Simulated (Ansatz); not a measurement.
# OPt: the cost of one run

Method: the levels named in each step, in Ansatz 0.2.0.

**1. Starting point**

Bond lengths: O1–Pt2 1.748 Å.

Structure file:

```xyz
2

O     0.0000    0.0000    0.0000
Pt    0.0000    0.0000    1.7484
```

**2. A rough first relaxation, PBE-D4/def2-SVP**

This run stands in another session on the same molecule. It ended at:

```xyz
2

O     0.0000    0.0000    0.0022
Pt    0.0000    0.0000    1.7462
```

**3. Relaxation, PBE0-D4/def2-TZVPP**

This run stands in another session on the same molecule. It ended at:

```xyz
2

O     0.0000    0.0000    0.0169
Pt    0.0000    0.0000    1.7315
```

**4. Bond length 1.5088 Å, PBE0-D4/def2-QZVPP**

Input file input.yaml:

```yaml
crystal:
  periodic: [false, false, false]
  atoms:
    - { symbol: O, position_ang: [0.0, 0.0, 0.0] }
    - { symbol: Pt, position_ang: [0.0, 0.0, 1.5088] }
magnetization:
  spin_polarized: true
  initial_magnetization: 2
basis:
  gaussian: { orbitals: def2-QZVPP.json }
hamiltonian:
  xc: pbe0
  dispersion: d4
```

On the command line:

```console
$ ansatz run input.yaml --threads 2 --pin off --max-ram 5120MiB --backend cpu --events-out ev --progress --plain --runs-dir out
```

What time and memory should one allow on 2 threads of AMD EPYC (Zen 3), shared host?

About 9.7 s, with a peak of 0.24 GiB.
